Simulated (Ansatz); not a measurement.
# AlFH₃OSi radical + NH₃: a complex and its separated parts, part 2 of 3

Ansatz 0.2.0, Gaussian basis.

## (7) r2SCAN-D4/def2-TZVPP

The inputs:

parta/in.yaml

```yaml
crystal:
  periodic: [false, false, false]
  atoms:
    - {symbol: Al, position_ang: [-1.013804, -0.117305, 0.692638]}
    - {symbol: O, position_ang: [-0.288882, 0.263097, -0.769406]}
    - {symbol: Si, position_ang: [0.496235, 0.516437, -2.174658]}
    - {symbol: F, position_ang: [-2.093877, 0.925426, 1.379514]}
    - {symbol: H, position_ang: [0.823744, 1.958533, -2.318154]}
    - {symbol: H, position_ang: [-0.361964, 0.094785, -3.312242]}
    - {symbol: H, position_ang: [1.757568, -0.270216, -2.204226]}
basis:
  gaussian: {orbitals: def2-TZVPP}
magnetization: {spin_polarized: true, initial_magnetization: 1}
hamiltonian: {xc: r2scan, dispersion: d4}
```

partb/in.yaml

```yaml
crystal:
  periodic: [false, false, false]
  atoms:
    - {symbol: H, position_ang: [0.597937, -1.542392, 1.707094]}
    - {symbol: N, position_ang: [-0.016467, -0.783137, 1.974098]}
    - {symbol: H, position_ang: [0.571239, 0.012823, 2.189478]}
    - {symbol: H, position_ang: [-0.471730, -1.057951, 2.835766]}
basis:
  gaussian: {orbitals: def2-TZVPP}
hamiltonian: {xc: r2scan, dispersion: d4}
```

One command serves all of them, each in its own folder.

Run with:

```console
$ ansatz run in.yaml --threads 4 --pin off --events-out ev --progress --plain --max-ram 63488MiB --backend cpu
```

Output in parta (excerpt; [...] marks lines left out):

```text
Functional definition: r2SCAN
  name "r2SCAN"
  cite "Furness, Kaplan, Ning, Perdew & Sun, J. Phys. Chem. Lett. 11, 8208 (2020) doi:10.1021/acs.jpclett.0c02405"
  cite "Furness, Kaplan, Ning, Perdew & Sun, J. Phys. Chem. Lett. 11, 9248 (2020) doi:10.1021/acs.jpclett.0c03077"
  parent r2scan
[...]
1041 factors; their error is unknown
[...]
mean field -19289.96931534 eV, -708.8932971279 hartree, gradient 2.9e-5 eV, S^2 0.752066; 0 other end points of the search recorded, 0 dependent functions left out
reference -19289.96933385 eV, -708.8932978080 hartree; 24, 23 occupied and 164, 165 virtual orbitals, 1041 factors
Total energy: -19290.00127908 eV, -708.8944717738 hartree
```

Output in partb (excerpt; [...] marks lines left out):

```text
[... 5 set-up lines as earlier in the session ...]
[...]
332 factors; their error is unknown
[...]
mean field -1538.76470251 eV, -56.5485598050 hartree, gradient 3.2e-5 eV, S^2 0.000000; 0 other end points of the search recorded, 0 dependent functions left out
reference -1538.76470897 eV, -56.5485600423 hartree; 5, 5 occupied and 68, 68 virtual orbitals, 332 factors
Total energy: -1538.76742190 eV, -56.5486597409 hartree
```

Wall times: 2.9 s (parta), 0.35 s (partb) on 4 threads of AMD EPYC 7R13, shared host.

## (8) B97M-V/def2-TZVPP

Each input of step 7 (parta, partb) changes in the same lines:

```diff
-hamiltonian: {xc: r2scan, dispersion: d4}
+hamiltonian: {xc: {name: B97M-V}}
```

Each run has its own folder and the same command.

Run with:

```console
$ ansatz run in.yaml --threads 4 --pin off --events-out ev --progress --plain --max-ram 63488MiB --backend cpu
```

Log of parta (excerpt; [...] marks lines left out):

```text
Functional definition: B97M-V
  name "B97M-V"
  cite "Mardirossian & Head-Gordon, J. Chem. Phys. 142, 074111 (2015) doi:10.1063/1.4907719"
  cite "Becke, J. Chem. Phys. 107, 8554 (1997) doi:10.1063/1.475007"
  cite "Vydrov & Van Voorhis, J. Chem. Phys. 133, 244103 (2010) doi:10.1063/1.3521275"
  # Of w^i u^j: cxij and so on, Table III.
[...]
  gx(w, u) = cx00 + cx01*u + cx02*u^2 + (cx10 + cx11*u)*w
[...]
  gos(w, u) = cos00 + cos01*u + cos03*u^3 + cos10*w + cos32*w^3*u^2
[...]
      + integral(e_c_pw_mod_opposite_spin*gos(b97_w_opposite, b97_u_opposite)) + vv10(b, c)
1041 factors; their error is unknown
[...]
mean field -19288.13407002 eV, -708.8258531063 hartree, gradient 6.1e-5 eV, S^2 0.751122; 0 other end points of the search recorded, 0 dependent functions left out
reference -19288.13413787 eV, -708.8258555997 hartree; 24, 23 occupied and 164, 165 virtual orbitals, 1041 factors
Total energy: -19288.13413787 eV, -708.8258555997 hartree
```

Log of partb (excerpt; [...] marks lines left out):

```text
[... 5 set-up lines as earlier in the session ...]
  # Of w^i u^j: cxij and so on, Table III.
[...]
  gx(w, u) = cx00 + cx01*u + cx02*u^2 + (cx10 + cx11*u)*w
[...]
  gos(w, u) = cos00 + cos01*u + cos03*u^3 + cos10*w + cos32*w^3*u^2
[...]
      + integral(e_c_pw_mod_opposite_spin*gos(b97_w_opposite, b97_u_opposite)) + vv10(b, c)
332 factors; their error is unknown
[...]
mean field -1539.38744375 eV, -56.5714451234 hartree, gradient 4.5e-5 eV, S^2 0.000000; 0 other end points of the search recorded, 0 dependent functions left out
reference -1539.38747657 eV, -56.5714463297 hartree; 5, 5 occupied and 68, 68 virtual orbitals, 332 factors
Total energy: -1539.38747657 eV, -56.5714463297 hartree
```

Wall times: 4.7 s (parta), 0.4 s (partb) on 4 threads of AMD EPYC 7R13, shared host.

## (9) PBE0-D4/def2-TZVPP

Each input of step 8 (parta, partb) changes in the same lines:

```diff
-hamiltonian: {xc: {name: B97M-V}}
+hamiltonian: {xc: pbe0, dispersion: d4}
+output: {orbitals: {seedname: orbitals}}
```

Each run has its own folder and the same command.

Run with:

```console
$ ansatz run in.yaml --threads 4 --pin off --events-out ev --progress --plain --max-ram 63488MiB --backend cpu
```

Output in parta (excerpt; [...] marks lines left out):

```text
[... 5 set-up lines as earlier in the session ...]
[...]
1075 factors; their error is unknown
[...]
mean field -19282.10382059 eV, -708.6042455274 hartree, gradient 9.2e-6 eV, S^2 0.751179; 0 other end points of the search recorded, 0 dependent functions left out
reference -19282.10385527 eV, -708.6042468017 hartree; 24, 23 occupied and 164, 165 virtual orbitals, 1075 factors
Total energy: -19282.22058645 eV, -708.6085365935 hartree
```

Log of partb (excerpt; [...] marks lines left out):

```text
[... 5 set-up lines as earlier in the session ...]
[...]
332 factors; their error is unknown
[...]
mean field -1537.87184207 eV, -56.5157477892 hartree, gradient 1.0e-5 eV, S^2 0.000000; 0 other end points of the search recorded, 0 dependent functions left out
reference -1537.87185799 eV, -56.5157483741 hartree; 5, 5 occupied and 68, 68 virtual orbitals, 332 factors
Total energy: -1537.88097370 eV, -56.5160833703 hartree
```

Wall times: 2.1 s (parta), 0.2 s (partb) on 4 threads of AMD EPYC 7R13, shared host.

## (10) B3LYP-D4/def2-TZVPP

Each input of step 9 (parta, partb) changes in the same lines:

```diff
-hamiltonian: {xc: pbe0, dispersion: d4}
-output: {orbitals: {seedname: orbitals}}
+hamiltonian: {xc: {name: B3LYP}, dispersion: d4}
```

The same command starts each run, in its folder.

Run with:

```console
$ ansatz run in.yaml --threads 4 --pin off --events-out ev --progress --plain --max-ram 63488MiB --backend cpu
```

parta printed (excerpt; [...] marks lines left out):

```text
Functional definition: B3LYP
  name "B3LYP"
  cite "Stephens, Devlin, Chabalowski & Frisch, J. Phys. Chem. 98, 11623 (1994) doi:10.1021/j100096a001"
[... 2 set-up lines as earlier in the session ...]
  cite "Vosko, Wilk & Nusair, Can. J. Phys. 58, 1200 (1980) doi:10.1139/p80-159"
[...]
1068 factors; their error is unknown
[...]
mean field -19294.78972407 eV, -709.0704438812 hartree, gradient 2.3e-5 eV, S^2 0.750940; 0 other end points of the search recorded, 0 dependent functions left out
reference -19294.78998681 eV, -709.0704535368 hartree; 24, 23 occupied and 164, 165 virtual orbitals, 1068 factors
Total energy: -19295.01483547 eV, -709.0787165728 hartree
```

Log of partb (excerpt; [...] marks lines left out):

```text
[... 6 set-up lines as earlier in the session ...]
[...]
332 factors; their error is unknown
[...]
mean field -1539.85469626 eV, -56.5886163366 hartree, gradient 1.9e-5 eV, S^2 0.000000; 0 other end points of the search recorded, 0 dependent functions left out
reference -1539.85483588 eV, -56.5886214674 hartree; 5, 5 occupied and 68, 68 virtual orbitals, 332 factors
Total energy: -1539.87289660 eV, -56.5892851869 hartree
```

Times: 2 s (parta), 0.2 s (partb) on 4 threads of AMD EPYC 7R13, shared host.

## (11) r2SCAN0-D4/def2-TZVPP

Each input of step 10 (parta, partb) changes in the same lines:

```diff
-hamiltonian: {xc: {name: B3LYP}, dispersion: d4}
+hamiltonian: {xc: {name: r2SCAN0}, dispersion: d4}
```

One command serves all of them, each in its own folder.

Run with:

```console
$ ansatz run in.yaml --threads 4 --pin off --events-out ev --progress --plain --max-ram 63488MiB --backend cpu
```

parta printed (excerpt; [...] marks lines left out):

```text
Functional definition: r2SCAN0
  name "r2SCAN0"
  cite "Bursch, Neugebauer, Ehlert & Grimme, J. Chem. Phys. 156, 134105 (2022) doi:10.1063/5.0086040"
[... 3 set-up lines as earlier in the session ...]
[...]
1075 factors; their error is unknown
[...]
mean field -19289.07228451 eV, -708.8603318528 hartree, gradient 3.3e-5 eV, S^2 0.751596; 0 other end points of the search recorded, 0 dependent functions left out
reference -19289.07229902 eV, -708.8603323864 hartree; 24, 23 occupied and 164, 165 virtual orbitals, 1075 factors
Total energy: -19289.11100916 eV, -708.8617549577 hartree
```

Output in partb (excerpt; [...] marks lines left out):

```text
[... 6 set-up lines as earlier in the session ...]
[...]
332 factors; their error is unknown
[...]
mean field -1538.56925245 eV, -56.5413771479 hartree, gradient 4.0e-5 eV, S^2 0.000000; 0 other end points of the search recorded, 0 dependent functions left out
reference -1538.56925754 eV, -56.5413773348 hartree; 5, 5 occupied and 68, 68 virtual orbitals, 332 factors
Total energy: -1538.57225884 eV, -56.5414876305 hartree
```

Wall times: 3.4 s (parta), 0.35 s (partb) on 4 threads of AMD EPYC 7R13, shared host.

## (12) BHLYP-D4/def2-TZVPP

Each input of step 11 (parta, partb) changes in the same lines:

```diff
-hamiltonian: {xc: {name: r2SCAN0}, dispersion: d4}
+hamiltonian: {xc: {name: BHLYP}, dispersion: d4}
```

Each run has its own folder and the same command.

Run with:

```console
$ ansatz run in.yaml --threads 4 --pin off --events-out ev --progress --plain --max-ram 63488MiB --backend cpu
```

parta printed (excerpt; [...] marks lines left out):

```text
Functional definition: BHLYP
  name "BHLYP"
  cite "Becke, J. Chem. Phys. 98, 1372 (1993) doi:10.1063/1.464304"
[... 2 set-up lines as earlier in the session ...]
[...]
1144 factors; their error is unknown
[...]
mean field -19291.76044598 eV, -708.9591199649 hartree, gradient 4.7e-5 eV, S^2 0.751112; 0 other end points of the search recorded, 0 dependent functions left out
reference -19291.76062305 eV, -708.9591264721 hartree; 24, 23 occupied and 164, 165 virtual orbitals, 1144 factors
Total energy: -19291.94962589 eV, -708.9660721984 hartree
```

Log of partb (excerpt; [...] marks lines left out):

```text
[... 5 set-up lines as earlier in the session ...]
[...]
346 factors; their error is unknown
[...]
mean field -1538.73563490 eV, -56.5474915902 hartree, gradient 7.6e-5 eV, S^2 0.000000; 0 other end points of the search recorded, 0 dependent functions left out
reference -1538.73573155 eV, -56.5474951420 hartree; 5, 5 occupied and 68, 68 virtual orbitals, 346 factors
Total energy: -1538.74643164 eV, -56.5478883631 hartree
```

Wall times: 2 s (parta), 0.2 s (partb) on 4 threads of AMD EPYC 7R13, shared host.

## (13) CAM-B3LYP-D4/def2-TZVPP

The same edit goes into each in.yaml of step 12 (parta, partb):

```diff
-hamiltonian: {xc: {name: BHLYP}, dispersion: d4}
+hamiltonian: {xc: {name: CAM-B3LYP}, dispersion: d4}
```

The same command starts each run, in its folder.

Run with:

```console
$ ansatz run in.yaml --threads 4 --pin off --events-out ev --progress --plain --max-ram 63488MiB --backend cpu
```

Log of parta (excerpt; [...] marks lines left out):

```text
Functional definition: CAM-B3LYP
  name "CAM-B3LYP"
  cite "Yanai, Tew & Handy, Chem. Phys. Lett. 393, 51 (2004) doi:10.1016/j.cplett.2004.06.011"
  cite "Iikura, Tsuneda, Yanai & Hirao, J. Chem. Phys. 115, 3540 (2001) doi:10.1063/1.1383587"
[... 2 set-up lines as earlier in the session ...]
[...]
  # Exact exchange under (alpha + beta erf(omega r))/r, Becke's under what is left of 1/r.
[...]
1063 factors; their error is unknown
254 factors; integrals over basis functions are off by at most 2.3e-5 eV
[...]
mean field -19292.68961609 eV, -708.9932663364 hartree, gradient 4.5e-5 eV, S^2 0.750977; 0 other end points of the search recorded, 0 dependent functions left out
reference -19292.68974336 eV, -708.9932710136 hartree; 24, 23 occupied and 164, 165 virtual orbitals, 1063 factors
Total energy: -19292.81004191 eV, -708.9976919039 hartree
```

Output in partb (excerpt; [...] marks lines left out):

```text
[... 6 set-up lines as earlier in the session ...]
[...]
  # Exact exchange under (alpha + beta erf(omega r))/r, Becke's under what is left of 1/r.
[...]
332 factors; their error is unknown
102 factors; integrals over basis functions are off by at most 1.2e-5 eV
[...]
mean field -1539.00932073 eV, -56.5575493588 hartree, gradient 6.3e-5 eV, S^2 0.000000; 0 other end points of the search recorded, 0 dependent functions left out
reference -1539.00938882 eV, -56.5575518611 hartree; 5, 5 occupied and 68, 68 virtual orbitals, 332 factors
Total energy: -1539.01811362 eV, -56.5578724917 hartree
```

Times: 2.2 s (parta), 0.2 s (partb) on 4 threads of AMD EPYC 7R13, shared host.

## (14) wB97X-V/def2-TZVPP

The same edit goes into each in.yaml of step 13 (parta, partb):

```diff
-hamiltonian: {xc: {name: CAM-B3LYP}, dispersion: d4}
+hamiltonian: {xc: {name: wB97X-V}}
```

One command serves all of them, each in its own folder.

Run with:

```console
$ ansatz run in.yaml --threads 4 --pin off --events-out ev --progress --plain --max-ram 63488MiB --backend cpu
```

parta printed (excerpt; [...] marks lines left out):

```text
Functional definition: wB97X-V
  name "wB97X-V"
  cite "Mardirossian & Head-Gordon, Phys. Chem. Chem. Phys. 16, 9904 (2014) doi:10.1039/C3CP54374A"
[... 2 set-up lines as earlier in the session ...]
[...]
      + integral(e_c_pw_opposite_spin*poly(b97_u_opposite, cos0, cos1)) + vv10(b, c)
1063 factors; their error is unknown
232 factors; integrals over basis functions are off by at most 1.4e-5 eV
[...]
mean field -19289.37688092 eV, -708.8715255646 hartree, gradient 6.9e-5 eV, S^2 0.750964; 0 other end points of the search recorded, 0 dependent functions left out
reference -19289.37687981 eV, -708.8715255237 hartree; 24, 23 occupied and 164, 165 virtual orbitals, 1063 factors
Total energy: -19289.37687981 eV, -708.8715255237 hartree
```

Log of partb (excerpt; [...] marks lines left out):

```text
[... 5 set-up lines as earlier in the session ...]
[...]
      + integral(e_c_pw_opposite_spin*poly(b97_u_opposite, cos0, cos1)) + vv10(b, c)
332 factors; their error is unknown
93 factors; integrals over basis functions are off by at most 7.4e-6 eV
[...]
mean field -1539.14323447 eV, -56.5624705980 hartree, gradient 1.3e-5 eV, S^2 0.000000; 0 other end points of the search recorded, 0 dependent functions left out
reference -1539.14323337 eV, -56.5624705576 hartree; 5, 5 occupied and 68, 68 virtual orbitals, 332 factors
Total energy: -1539.14323337 eV, -56.5624705576 hartree
```

They took 4.9 s (parta), 0.4 s (partb) on 4 threads of AMD EPYC 7R13, shared host; peak memory 0.7 GiB.

## (15) wB97M-V/def2-TZVPP

Each input of step 14 (parta, partb) changes in the same lines:

```diff
-hamiltonian: {xc: {name: wB97X-V}}
+hamiltonian: {xc: {name: wB97M-V}}
```

The same command starts each run, in its folder.

Run with:

```console
$ ansatz run in.yaml --threads 4 --pin off --events-out ev --progress --plain --max-ram 63488MiB --backend cpu
```

Output in parta (excerpt; [...] marks lines left out):

```text
Functional definition: wB97M-V
  name "wB97M-V"
  cite "Mardirossian & Head-Gordon, J. Chem. Phys. 144, 214110 (2016) doi:10.1063/1.4952647"
[... 2 set-up lines as earlier in the session ...]
  # Of w^i u^j: cxij and so on, Table III.
[...]
  gx(w, u) = 1 - cx + cx01*u + cx10*w
[...]
      + integral(e_c_pw_mod_opposite_spin*gos(b97_w_opposite, b97_u_opposite)) + vv10(b, c)
1047 factors; their error is unknown
232 factors; integrals over basis functions are off by at most 1.4e-5 eV
[...]
mean field -19291.04247272 eV, -708.9327349344 hartree, gradient 1.6e-5 eV, S^2 0.750670; 0 other end points of the search recorded, 0 dependent functions left out
reference -19291.04252496 eV, -708.9327368541 hartree; 24, 23 occupied and 164, 165 virtual orbitals, 1047 factors
Total energy: -19291.04252496 eV, -708.9327368541 hartree
```

partb printed (excerpt; [...] marks lines left out):

```text
[... 5 set-up lines as earlier in the session ...]
  # Of w^i u^j: cxij and so on, Table III.
[...]
  gx(w, u) = 1 - cx + cx01*u + cx10*w
[...]
      + integral(e_c_pw_mod_opposite_spin*gos(b97_w_opposite, b97_u_opposite)) + vv10(b, c)
332 factors; their error is unknown
93 factors; integrals over basis functions are off by at most 7.4e-6 eV
[...]
mean field -1538.84211120 eV, -56.5514045218 hartree, gradient 5.4e-5 eV, S^2 0.000000; 0 other end points of the search recorded, 0 dependent functions left out
reference -1538.84213807 eV, -56.5514055094 hartree; 5, 5 occupied and 68, 68 virtual orbitals, 332 factors
Total energy: -1538.84213807 eV, -56.5514055094 hartree
```

Wall times: 6.5 s (parta), 0.4 s (partb) on 4 threads of AMD EPYC 7R13, shared host; peak memory 0.75 GiB.

## (16) B2PLYP/def2-TZVPP

Each input of step 15 (parta, partb) changes in the same lines:

```diff
-hamiltonian: {xc: {name: wB97M-V}}
+hamiltonian: {xc: {name: B2PLYP}}
```

The same command starts each run, in its folder.

Run with:

```console
$ ansatz run in.yaml --threads 4 --pin off --events-out ev --progress --plain --max-ram 63488MiB --backend cpu
```

Log of parta (excerpt; [...] marks lines left out):

```text
Functional definition: B2PLYP
  name "B2PLYP"
  cite "Grimme, J. Chem. Phys. 124, 034108 (2006) doi:10.1063/1.2148954"
[... 2 set-up lines as earlier in the session ...]
[...]
1131 factors; integrals over basis functions are off by at most 8.1e-4 eV
[...]
mean field -19278.58892137 eV, -708.4750753633 hartree, gradient 6.2e-6 eV, S^2 0.751229; 0 other end points of the search recorded, 0 dependent functions left out
12 core orbitals not correlated: weight in the atoms' cores, before any rotation towards them, 1.000 or more for the frozen orbitals, at most 0.000 for the correlated occupied ones
reference -19278.58908707 eV, -708.4750814529 hartree; 12, 11 occupied and 164, 165 virtual orbitals, 1131 factors
second order -21.69226613 eV of doubles, -0.00000000 eV of singles
Total energy: -19284.44599893 eV, -708.6903189936 hartree
```

partb printed (excerpt; [...] marks lines left out):

```text
[... 5 set-up lines as earlier in the session ...]
[...]
416 factors; integrals over basis functions are off by at most 1.0e-3 eV
[...]
mean field -1536.38013212 eV, -56.4609284594 hartree, gradient 8.3e-6 eV, S^2 0.000000; 0 other end points of the search recorded, 0 dependent functions left out
1 core orbitals not correlated: weight in the atoms' cores, before any rotation towards them, 1.000 or more for the frozen orbitals, at most 0.000 for the correlated occupied ones
reference -1536.38022234 eV, -56.4609317751 hartree; 4, 4 occupied and 68, 68 virtual orbitals, 416 factors
second order -7.62100783 eV of doubles, -0.00000000 eV of singles
Total energy: -1538.43789446 eV, -56.5365498306 hartree
```

They took 3.2 s (parta), 0.25 s (partb) on 4 threads of AMD EPYC 7R13, shared host.

## (17) PBE-QIDH/def2-TZVPP

The same edit goes into each in.yaml of step 16 (parta, partb):

```diff
-hamiltonian: {xc: {name: B2PLYP}}
+hamiltonian: {xc: {name: PBE-QIDH}}
```

The same command starts each run, in its folder.

Run with:

```console
$ ansatz run in.yaml --threads 4 --pin off --events-out ev --progress --plain --max-ram 63488MiB --backend cpu
```

Log of parta (excerpt; [...] marks lines left out):

```text
Functional definition: PBE-QIDH
  name "PBE-QIDH"
  cite "Brémond, Sancho-García, Pérez-Jiménez & Adamo, J. Chem. Phys. 141, 031101 (2014) doi:10.1063/1.4890314"
[... 1 set-up line as earlier in the session ...]
[...]
1131 factors; integrals over basis functions are off by at most 8.1e-4 eV
[...]
mean field -19270.22460872 eV, -708.1676925432 hartree, gradient 8.1e-6 eV, S^2 0.751319; 0 other end points of the search recorded, 0 dependent functions left out
12 core orbitals not correlated: weight in the atoms' cores, before any rotation towards them, 1.000 or more for the frozen orbitals, at most 0.000 for the correlated occupied ones
reference -19270.22462309 eV, -708.1676930712 hartree; 12, 11 occupied and 164, 165 virtual orbitals, 1131 factors
second order -20.16744525 eV of doubles, -0.00000000 eV of singles
Total energy: -19276.94710484 eV, -708.4147397189 hartree
```

Log of partb (excerpt; [...] marks lines left out):

```text
[... 4 set-up lines as earlier in the session ...]
[...]
416 factors; integrals over basis functions are off by at most 1.0e-3 eV
[...]
mean field -1535.33272799 eV, -56.4224370676 hartree, gradient 2.1e-6 eV, S^2 0.000000; 0 other end points of the search recorded, 0 dependent functions left out
1 core orbitals not correlated: weight in the atoms' cores, before any rotation towards them, 1.000 or more for the frozen orbitals, at most 0.000 for the correlated occupied ones
reference -1535.33273475 eV, -56.4224373163 hartree; 4, 4 occupied and 68, 68 virtual orbitals, 416 factors
second order -7.10228017 eV of doubles, -0.00000000 eV of singles
Total energy: -1537.70016148 eV, -56.5094386437 hartree
```

They took 2.8 s (parta), 0.25 s (partb) on 4 threads of AMD EPYC 7R13, shared host.

(Continued in part 3 of 3.)
